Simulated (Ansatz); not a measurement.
# AlNi: the cost of one run

Method: DFT LDA, scalar-relativistic, plane waves, PAW, in Ansatz 0.2.0.

1 further run of the same task is left out (set aside as unsound or not needed).

## Step 1: Starting point

It takes space group Pm-3m (No. 221, cubic). The conventional cell has a = 2.862 Å, b = 2.862 Å, c = 2.862 Å, α = 90.00°, β = 90.00°, γ = 90.00°. Al (site symmetry m-3m) is surrounded by 8 Ni at 2.48 Å. Around Ni (site symmetry m-3m) lie 8 Al at 2.48 Å.

Structure file:

```xyz
2
Lattice="2.8622 0.0000 0.0000 0.0000 2.8622 0.0000 0.0000 0.0000 2.8622" Properties=species:S:1:pos:R:3 pbc="T T T"
Al    0.0000    0.0000    0.0000
Ni    1.4311    1.4311    1.4311
```

This cell was relaxed beforehand with the same method: volume 11.72 Å³/atom, gap on the mesh none (metal).

## Step 2: The bulk in the cell of the plane

File input.yaml:

```yaml
crystal:
  lattice:
    - [2.8326165062, 0.0, 0.0]
    - [0.0, 4.00592468, 0.0]
    - [0.0, 2.00296234, 2.00296234]
  atoms:
    - { symbol: Al, position: [0.0, 0.0, 0.0] }
    - { symbol: Ni, position: [0.5, 0.5, 0.0] }
basis:
  ecutwfc: 420
kpoints:
  mp_grid: { grid: [12, 9, 17] }
hamiltonian:
  xc: lda
scf:
  occupations: { method: gaussian, width: 0.1 }
output:
  forces: true
  stress: true
  eigenvalues: true
```

Run with:

```bash
$ ansatz run input.yaml --threads 1 --pin off --max-ram 2560MiB --backend cpu --events-out ev --progress --plain --runs-dir out
```

What time and memory should one allow on 1 thread of Intel Xeon 6975P-C (Granite Rapids), shared host?

About 4.7 s, with a peak of 0.49 GiB.
